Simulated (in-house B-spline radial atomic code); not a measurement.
**Ga⁺ in a hard spherical wall**

Wanted: the cost of confining Ga⁺, radius by radius. More than one configuration is followed.

Program: in-house B-spline radial atomic code version 1. Level of theory: non-relativistic LDA (Slater, VWN5), spherical fractional occupations, point nucleus, basis-set limit. These are calculated values, not measurements, unless marked.

## 1. The atom as given

```
element       : gallium (Z = 31)
charge        : +1
electrons     : 30
configuration : [Ar] 3d10 4s2
Hamiltonian   : non-relativistic
nucleus       : point
```

Outer shells as boxes (Hund's rule):

[Ar] 3d10 4s2
```
[Ar] core
3d [↑↓][↑↓][↑↓][↑↓][↑↓]
4s [↑↓]
```

Settings, as recorded:

```ini
Z = 31
electrons = 30.0
configuration = [Ar] 3d10 4s2
hamiltonian = nr
method = lda,vwn
spin_polarised = False
```

The reference is known from an earlier run: -1921.629140 hartree in all. Up to eight levels, counted from the top:

| orbital | occupation | energy (eV) | <r> (bohr) |
| --- | --- | --- | --- |
| 1s | 2 | -10081.3 | 0.04950 |
| 2s | 2 | -1238.31 | 0.2219 |
| 2p | 6 | -1099.34 | 0.1924 |
| 3s | 2 | -150.99 | 0.6640 |
| 3p | 6 | -105.90 | 0.6847 |
| 3d | 10 | -28.366 | 0.8034 |
| 4s | 2 | -16.356 | 2.237 |

## 2. Wall at 4.66 bohr, configuration [Ar] 3d10 4s2

The settings differ from step 1 so:

```diff
@@ -6 +6,2 @@
 spin_polarised = False
+wall_radius = 4.66
```

The program writes no log. Results of the run, from its result record (rounded, main fields):

```text
{
  "status": "converged",
  "iterations": 9,
  "energy [hartree]": {"total": -1921.59328176, "kinetic": 1919.9428849, "nuclear": -4595.20804442, "coulomb": 825.438279723, "xc": -71.7664019568},
  "orbitals [hartree, bohr; first row names the columns]": [
    ["name", "occ", "eps", "<r>"],
    ["1s", 2.0, -370.4443, 0.049496],
    ["2s", 2.0, -45.473537, 0.22193],
    ["2p", 6.0, -40.366236, 0.19239],
    ["3s", 2.0, -5.5147933, 0.664],
    ["3p", 6.0, -3.8579553, 0.6848],
    ["3d", 10.0, -1.0095422, 0.80435],
    ["4s", 2.0, -0.56292155, 2.1047]
  ],
  "sum_r [bohr^k]": {"-1": 148.2325, "1": 19.38688, "2": 23.07402},
  "pressure [GPa]": 6.615836,
  "energy_minus_base [hartree]": 0.0358582744
}
```

Wall time 0.03 s (1 thread, shared host).

energy_minus_base is the energy less that of the reference run. pressure is −dE/dV on the wall, from the slope of the orbitals there.

## 3. Wall at 3.01 bohr, configuration [Ar] 3d10 4s2

The settings differ from step 2 so:

```diff
@@ -6,2 +6,2 @@
 spin_polarised = False
-wall_radius = 4.66
+wall_radius = 3.01
```

From the record:

```text
{
  "status": "converged",
  "iterations": 9,
  "energy [hartree]": {"total": -1921.00950051, "kinetic": 1922.4608454, "nuclear": -4603.16446185, "coulomb": 831.744843536, "xc": -72.0507275992},
  "orbitals [hartree, bohr; first row names the columns]": [
    ["name", "occ", "eps", "<r>"],
    ["1s", 2.0, -370.20351, 0.049497],
    ["2s", 2.0, -45.245467, 0.22195],
    ["2p", 6.0, -40.136824, 0.1924],
    ["3s", 2.0, -5.3023569, 0.66514],
    ["3p", 6.0, -3.6472579, 0.6868],
    ["3d", 10.0, -0.80357279, 0.7975],
    ["4s", 2.0, -0.19431439, 1.6962]
  ],
  "sum_r [bohr^k]": {"-1": 148.4892, "1": 18.51571, "2": 19.14915},
  "pressure [GPa]": 292.0222,
  "energy_minus_base [hartree]": 0.619639518
}
```

It took 0.03 s on 1 thread, shared host.

## 4. Wall at 1.66 bohr, configuration [Ar] 3d10 4s2

The settings differ from step 3 so:

```diff
@@ -6,2 +6,2 @@
 spin_polarised = False
-wall_radius = 3.01
+wall_radius = 1.66
```

From the record:

```text
{
  "status": "converged",
  "iterations": 9,
  "energy [hartree]": {"total": -1910.3180968, "kinetic": 1959.06697686, "nuclear": -4673.33677401, "coulomb": 878.673212832, "xc": -74.7215124789},
  "orbitals [hartree, bohr; first row names the columns]": [
    ["name", "occ", "eps", "<r>"],
    ["1s", 2.0, -368.06234, 0.0495],
    ["2s", 2.0, -43.241134, 0.22227],
    ["2p", 6.0, -38.109349, 0.19273],
    ["3s", 2.0, -3.8399167, 0.66933],
    ["3p", 6.0, -2.1703761, 0.68147],
    ["3d", 10.0, 0.80342004, 0.69635],
    ["4s", 2.0, 4.0267518, 1.0079]
  ],
  "sum_r [bohr^k]": {"-1": 150.7528, "1": 16.10662, "2": 12.60427},
  "pressure [GPa]": 25986.83,
  "energy_minus_base [hartree]": 11.3110432
}
```

Wall time 0.03 s (1 thread, shared host).

## 5. Wall at 4.66 bohr, configuration [Ar] 3d10 4s1 4d1

Settings, as recorded:

```ini
Z = 31
electrons = 30.0
configuration = [Ar] 3d10 4s1 4d1
hamiltonian = nr
method = lda,vwn
spin_polarised = False
wall_radius = 4.66
```

From the record:

```text
{
  "status": "converged",
  "iterations": 9,
  "energy [hartree]": {"total": -1920.84915555, "kinetic": 1919.88668423, "nuclear": -4592.01354987, "coulomb": 822.964555564, "xc": -71.686845478},
  "orbitals [hartree, bohr; first row names the columns]": [
    ["name", "occ", "eps", "<r>"],
    ["1s", 2.0, -370.5346, 0.049496],
    ["2s", 2.0, -45.551276, 0.22193],
    ["2p", 6.0, -40.445018, 0.19238],
    ["3s", 2.0, -5.6015698, 0.66423],
    ["3p", 6.0, -3.9447726, 0.68498],
    ["3d", 10.0, -1.0939235, 0.80085],
    ["4s", 1.0, -0.61675724, 2.0854],
    ["4d", 1.0, 0.13306223, 2.7093]
  ],
  "sum_r [bohr^k]": {"-1": 148.1295, "1": 19.93869, "2": 25.95143},
  "pressure [GPa]": 22.40732,
  "energy_minus_base [hartree]": 0.77998448
}
```

Run time: 0.03 s. Hardware: 1 thread, shared host.

## 6. Wall at 3.01 bohr, configuration [Ar] 3d10 4s1 4d1

The settings differ from step 5 so:

```diff
@@ -6,2 +6,2 @@
 spin_polarised = False
-wall_radius = 4.66
+wall_radius = 3.01
```

From the record:

```text
{
  "status": "converged",
  "iterations": 9,
  "energy [hartree]": {"total": -1919.77890525, "kinetic": 1922.81402392, "nuclear": -4602.04703176, "coulomb": 831.493145093, "xc": -72.0390425068},
  "orbitals [hartree, bohr; first row names the columns]": [
    ["name", "occ", "eps", "<r>"],
    ["1s", 2.0, -370.21653, 0.049496],
    ["2s", 2.0, -45.236335, 0.22195],
    ["2p", 6.0, -40.12927, 0.1924],
    ["3s", 2.0, -5.3157671, 0.66581],
    ["3p", 6.0, -3.661166, 0.68772],
    ["3d", 10.0, -0.81741845, 0.80023],
    ["4s", 1.0, -0.21343148, 1.6959],
    ["4d", 1.0, 1.0183127, 1.7711]
  ],
  "sum_r [bohr^k]": {"-1": 148.4531, "1": 18.62454, "2": 19.62619},
  "pressure [GPa]": 427.8749,
  "energy_minus_base [hartree]": 1.85023478
}
```

Wall time 0.05 s (1 thread, shared host).

## 7. Wall at 1.66 bohr, configuration [Ar] 3d10 4s1 4d1

The settings differ from step 6 so:

```diff
@@ -6,2 +6,2 @@
 spin_polarised = False
-wall_radius = 3.01
+wall_radius = 1.66
```

From the record:

```text
{
  "status": "converged",
  "iterations": 9,
  "energy [hartree]": {"total": -1908.14401384, "kinetic": 1957.1394586, "nuclear": -4670.79993688, "coulomb": 880.256543948, "xc": -74.7400795115},
  "orbitals [hartree, bohr; first row names the columns]": [
    ["name", "occ", "eps", "<r>"],
    ["1s", 2.0, -368.04406, 0.049497],
    ["2s", 2.0, -43.137302, 0.22228],
    ["2p", 6.0, -38.010495, 0.19272],
    ["3s", 2.0, -3.8027133, 0.67061],
    ["3p", 6.0, -2.1340611, 0.68307],
    ["3d", 10.0, 0.84361702, 0.69943],
    ["4s", 1.0, 4.0467626, 1.0076],
    ["4d", 1.0, 6.2267063, 0.92486]
  ],
  "sum_r [bohr^k]": {"-1": 150.671, "1": 16.06629, "2": 12.54597},
  "pressure [GPa]": 26113.59,
  "energy_minus_base [hartree]": 13.4851262
}
```

It took 0.03 s on 1 thread, shared host.

## 8. Wall at 4.66 bohr, configuration [Ne] 3s2 3p5 3d10 4s2 4d1

Settings, as recorded:

```ini
Z = 31
electrons = 30.0
configuration = [Ne] 3s2 3p5 3d10 4s2 4d1
hamiltonian = nr
method = lda,vwn
spin_polarised = False
wall_radius = 4.66
```

From the record:

```text
{
  "status": "converged",
  "iterations": 9,
  "energy [hartree]": {"total": -1917.38636777, "kinetic": 1916.39245139, "nuclear": -4574.65317029, "coulomb": 811.951427279, "xc": -71.0770761452},
  "orbitals [hartree, bohr; first row names the columns]": [
    ["name", "occ", "eps", "<r>"],
    ["1s", 2.0, -371.09339, 0.049493],
    ["2s", 2.0, -45.991985, 0.22185],
    ["2p", 6.0, -40.900818, 0.19227],
    ["3s", 2.0, -5.9628176, 0.65909],
    ["3p", 5.0, -4.2999815, 0.67666],
    ["3d", 10.0, -1.4179267, 0.75821],
    ["4s", 2.0, -0.69897429, 2.0094],
    ["4d", 1.0, 0.089309517, 2.6632]
  ],
  "sum_r [bohr^k]": {"-1": 147.5695, "1": 20.66196, "2": 28.21129},
  "pressure [GPa]": 21.30109,
  "energy_minus_base [hartree]": 4.24277226
}
```

Wall time 0.05 s (1 thread, shared host).

## 9. Wall at 3.01 bohr, configuration [Ne] 3s2 3p5 3d10 4s2 4d1

The settings differ from step 8 so:

```diff
@@ -6,2 +6,2 @@
 spin_polarised = False
-wall_radius = 4.66
+wall_radius = 3.01
```

From the record:

```text
{
  "status": "converged",
  "iterations": 9,
  "energy [hartree]": {"total": -1916.21840051, "kinetic": 1920.0698131, "nuclear": -4586.33324239, "coulomb": 821.52925589, "xc": -71.4842271198},
  "orbitals [hartree, bohr; first row names the columns]": [
    ["name", "occ", "eps", "<r>"],
    ["1s", 2.0, -370.729, 0.049493],
    ["2s", 2.0, -45.638515, 0.22187],
    ["2p", 6.0, -40.545746, 0.19229],
    ["3s", 2.0, -5.6380971, 0.66058],
    ["3p", 5.0, -3.9772539, 0.67922],
    ["3d", 10.0, -1.1027888, 0.76385],
    ["4s", 2.0, -0.3005532, 1.6762],
    ["4d", 1.0, 0.92872142, 1.7774]
  ],
  "sum_r [bohr^k]": {"-1": 147.9462, "1": 19.18212, "2": 21.17089},
  "pressure [GPa]": 496.767,
  "energy_minus_base [hartree]": 5.41073952
}
```

Run time: 0.03 s. Hardware: 1 thread, shared host.

## 10. Wall at 1.66 bohr, configuration [Ne] 3s2 3p5 3d10 4s2 4d1

The settings differ from step 9 so:

```diff
@@ -6,2 +6,2 @@
 spin_polarised = False
-wall_radius = 3.01
+wall_radius = 1.66
```

From the record:

```text
{
  "status": "converged",
  "iterations": 9,
  "energy [hartree]": {"total": -1901.92271488, "kinetic": 1962.73817907, "nuclear": -4664.25802621, "coulomb": 873.988401229, "xc": -74.3912689676},
  "orbitals [hartree, bohr; first row names the columns]": [
    ["name", "occ", "eps", "<r>"],
    ["1s", 2.0, -368.33175, 0.049496],
    ["2s", 2.0, -43.387713, 0.22226],
    ["2p", 6.0, -38.267517, 0.19268],
    ["3s", 2.0, -3.9953851, 0.66705],
    ["3p", 5.0, -2.3232338, 0.67853],
    ["3d", 10.0, 0.66101203, 0.69222],
    ["4s", 2.0, 3.9395615, 1.0083],
    ["4d", 1.0, 6.1027278, 0.9286]
  ],
  "sum_r [bohr^k]": {"-1": 150.4599, "1": 16.29371, "2": 13.00354},
  "pressure [GPa]": 32159.43,
  "energy_minus_base [hartree]": 19.7064251
}
```

Run time: 0.03 s. Hardware: 1 thread, shared host.

## 11. Results

| configuration | radius (bohr) | energy above the free system (eV) | pressure (GPa) | highest level (eV) |
| --- | --- | --- | --- | --- |
| [Ar] 3d10 4s2 | 4.66 | 0.976 | 6.62 | -15.318 (4s) |
| [Ar] 3d10 4s2 | 3.01 | 16.861 | 292 | -5.288 (4s) |
| [Ar] 3d10 4s2 | 1.66 | 307.79 | 25987 | 109.57 (4s) |
| [Ar] 3d10 4s1 4d1 | 4.66 | 21.224 | 22.4 | 3.621 (4d) |
| [Ar] 3d10 4s1 4d1 | 3.01 | 50.347 | 428 | 27.710 (4d) |
| [Ar] 3d10 4s1 4d1 | 1.66 | 366.95 | 26114 | 169.44 (4d) |
| [Ne] 3s2 3p5 3d10 4s2 4d1 | 4.66 | 115.45 | 21.3 | 2.430 (4d) |
| [Ne] 3s2 3p5 3d10 4s2 4d1 | 3.01 | 147.23 | 497 | 25.272 (4d) |
| [Ne] 3s2 3p5 3d10 4s2 4d1 | 1.66 | 536.24 | 32159 | 166.06 (4d) |

**Reading.** For [Ar] 3d10 4s2 the energy above the free reference is 0.976 eV at 4.66 bohr and 307.79 eV at 1.66 bohr, where the electrons press on it with 25987 GPa. Its highest level passes zero between 3.01 and 1.66 bohr; in smaller spheres the level is positive, pushed up by confinement, and the wall keeps the electron in. Of [Ar] 3d10 4s2 and [Ar] 3d10 4s1 4d1, the first stays lower at every radius that both share. At 1.66 bohr the lowest of all 3 is [Ar] 3d10 4s2. A hard wall is a crude model of an atom's surroundings.
